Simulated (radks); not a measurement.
**Ru with its nuclear charge varied continuously**

One table from this session's results is given with a row withheld; the runs are named, their logs left out.

Program: radks (a radial shooting solver on a logarithmic mesh, Libxc functionals) version 1. Level of theory: Dirac Kohn-Sham, PBE, spin-unpolarised, spherical densities, finite nucleus; open shells are shared between the two j in proportion to 2j + 1. These are calculated values, not measurements, unless marked.

## Starting point

```
element            : ruthenium (Z = 44)
charge             : 0
electrons          : 44
configuration      : [Kr] 4d7 5s1
nuclear rms radius : 4.4809 fm
```

Outer shells as boxes (Hund's rule):

Ru
```
[Kr] core
4d [↑↓][↑↓][↑ ][↑ ][↑ ]
5s [↑ ]
```

The first run:

Input:

```text
Z 44
configuration [Kr] 4d7 5s1
relativity Dirac
functional pbe,pbe
spin unpolarised
j_filling average
nucleus finite rms 4.4809 fm
c 137.035999084
```

Among the steps run: Z = 44.

One of the session's tables, all rows but one given; the rest of the session is left out.

It belongs to the step «Z = 44». From the orbitals of this run (lengths in bohr):

| level | <r> | outermost maximum (interpolated) | 90 % within | nodes |
| --- | --- | --- | --- | --- |
| 3d3/2 | 0.3821 | 0.300 | 0.608 | 0 |
| 3d5/2 | 0.3856 | 0.302 | 0.613 | 0 |
| 4s1/2 | 1.019 | 0.915 | 1.48 | 3 |
| 4p1/2 | 1.108 | 0.966 | 1.64 | 2 |
| 4p3/2 | 1.139 | 0.991 | 1.69 | 2 |
| 4d3/2 | 1.685 | 1.21 | 2.77 | 1 |
| 4d5/2 | ? | ? | ? | ? |
| 5s1/2 | 3.390 | 2.74 | 5.16 | 4 |

Q: Estimate the row for 4d5/2 from the others.

The run gave: <r>: 1.714; outermost maximum (interpolated): 1.22; 90 % within: 2.83; nodes: 1. In the column «<r>» it lies between 4d3/2 (1.685) and 5s1/2 (3.390).
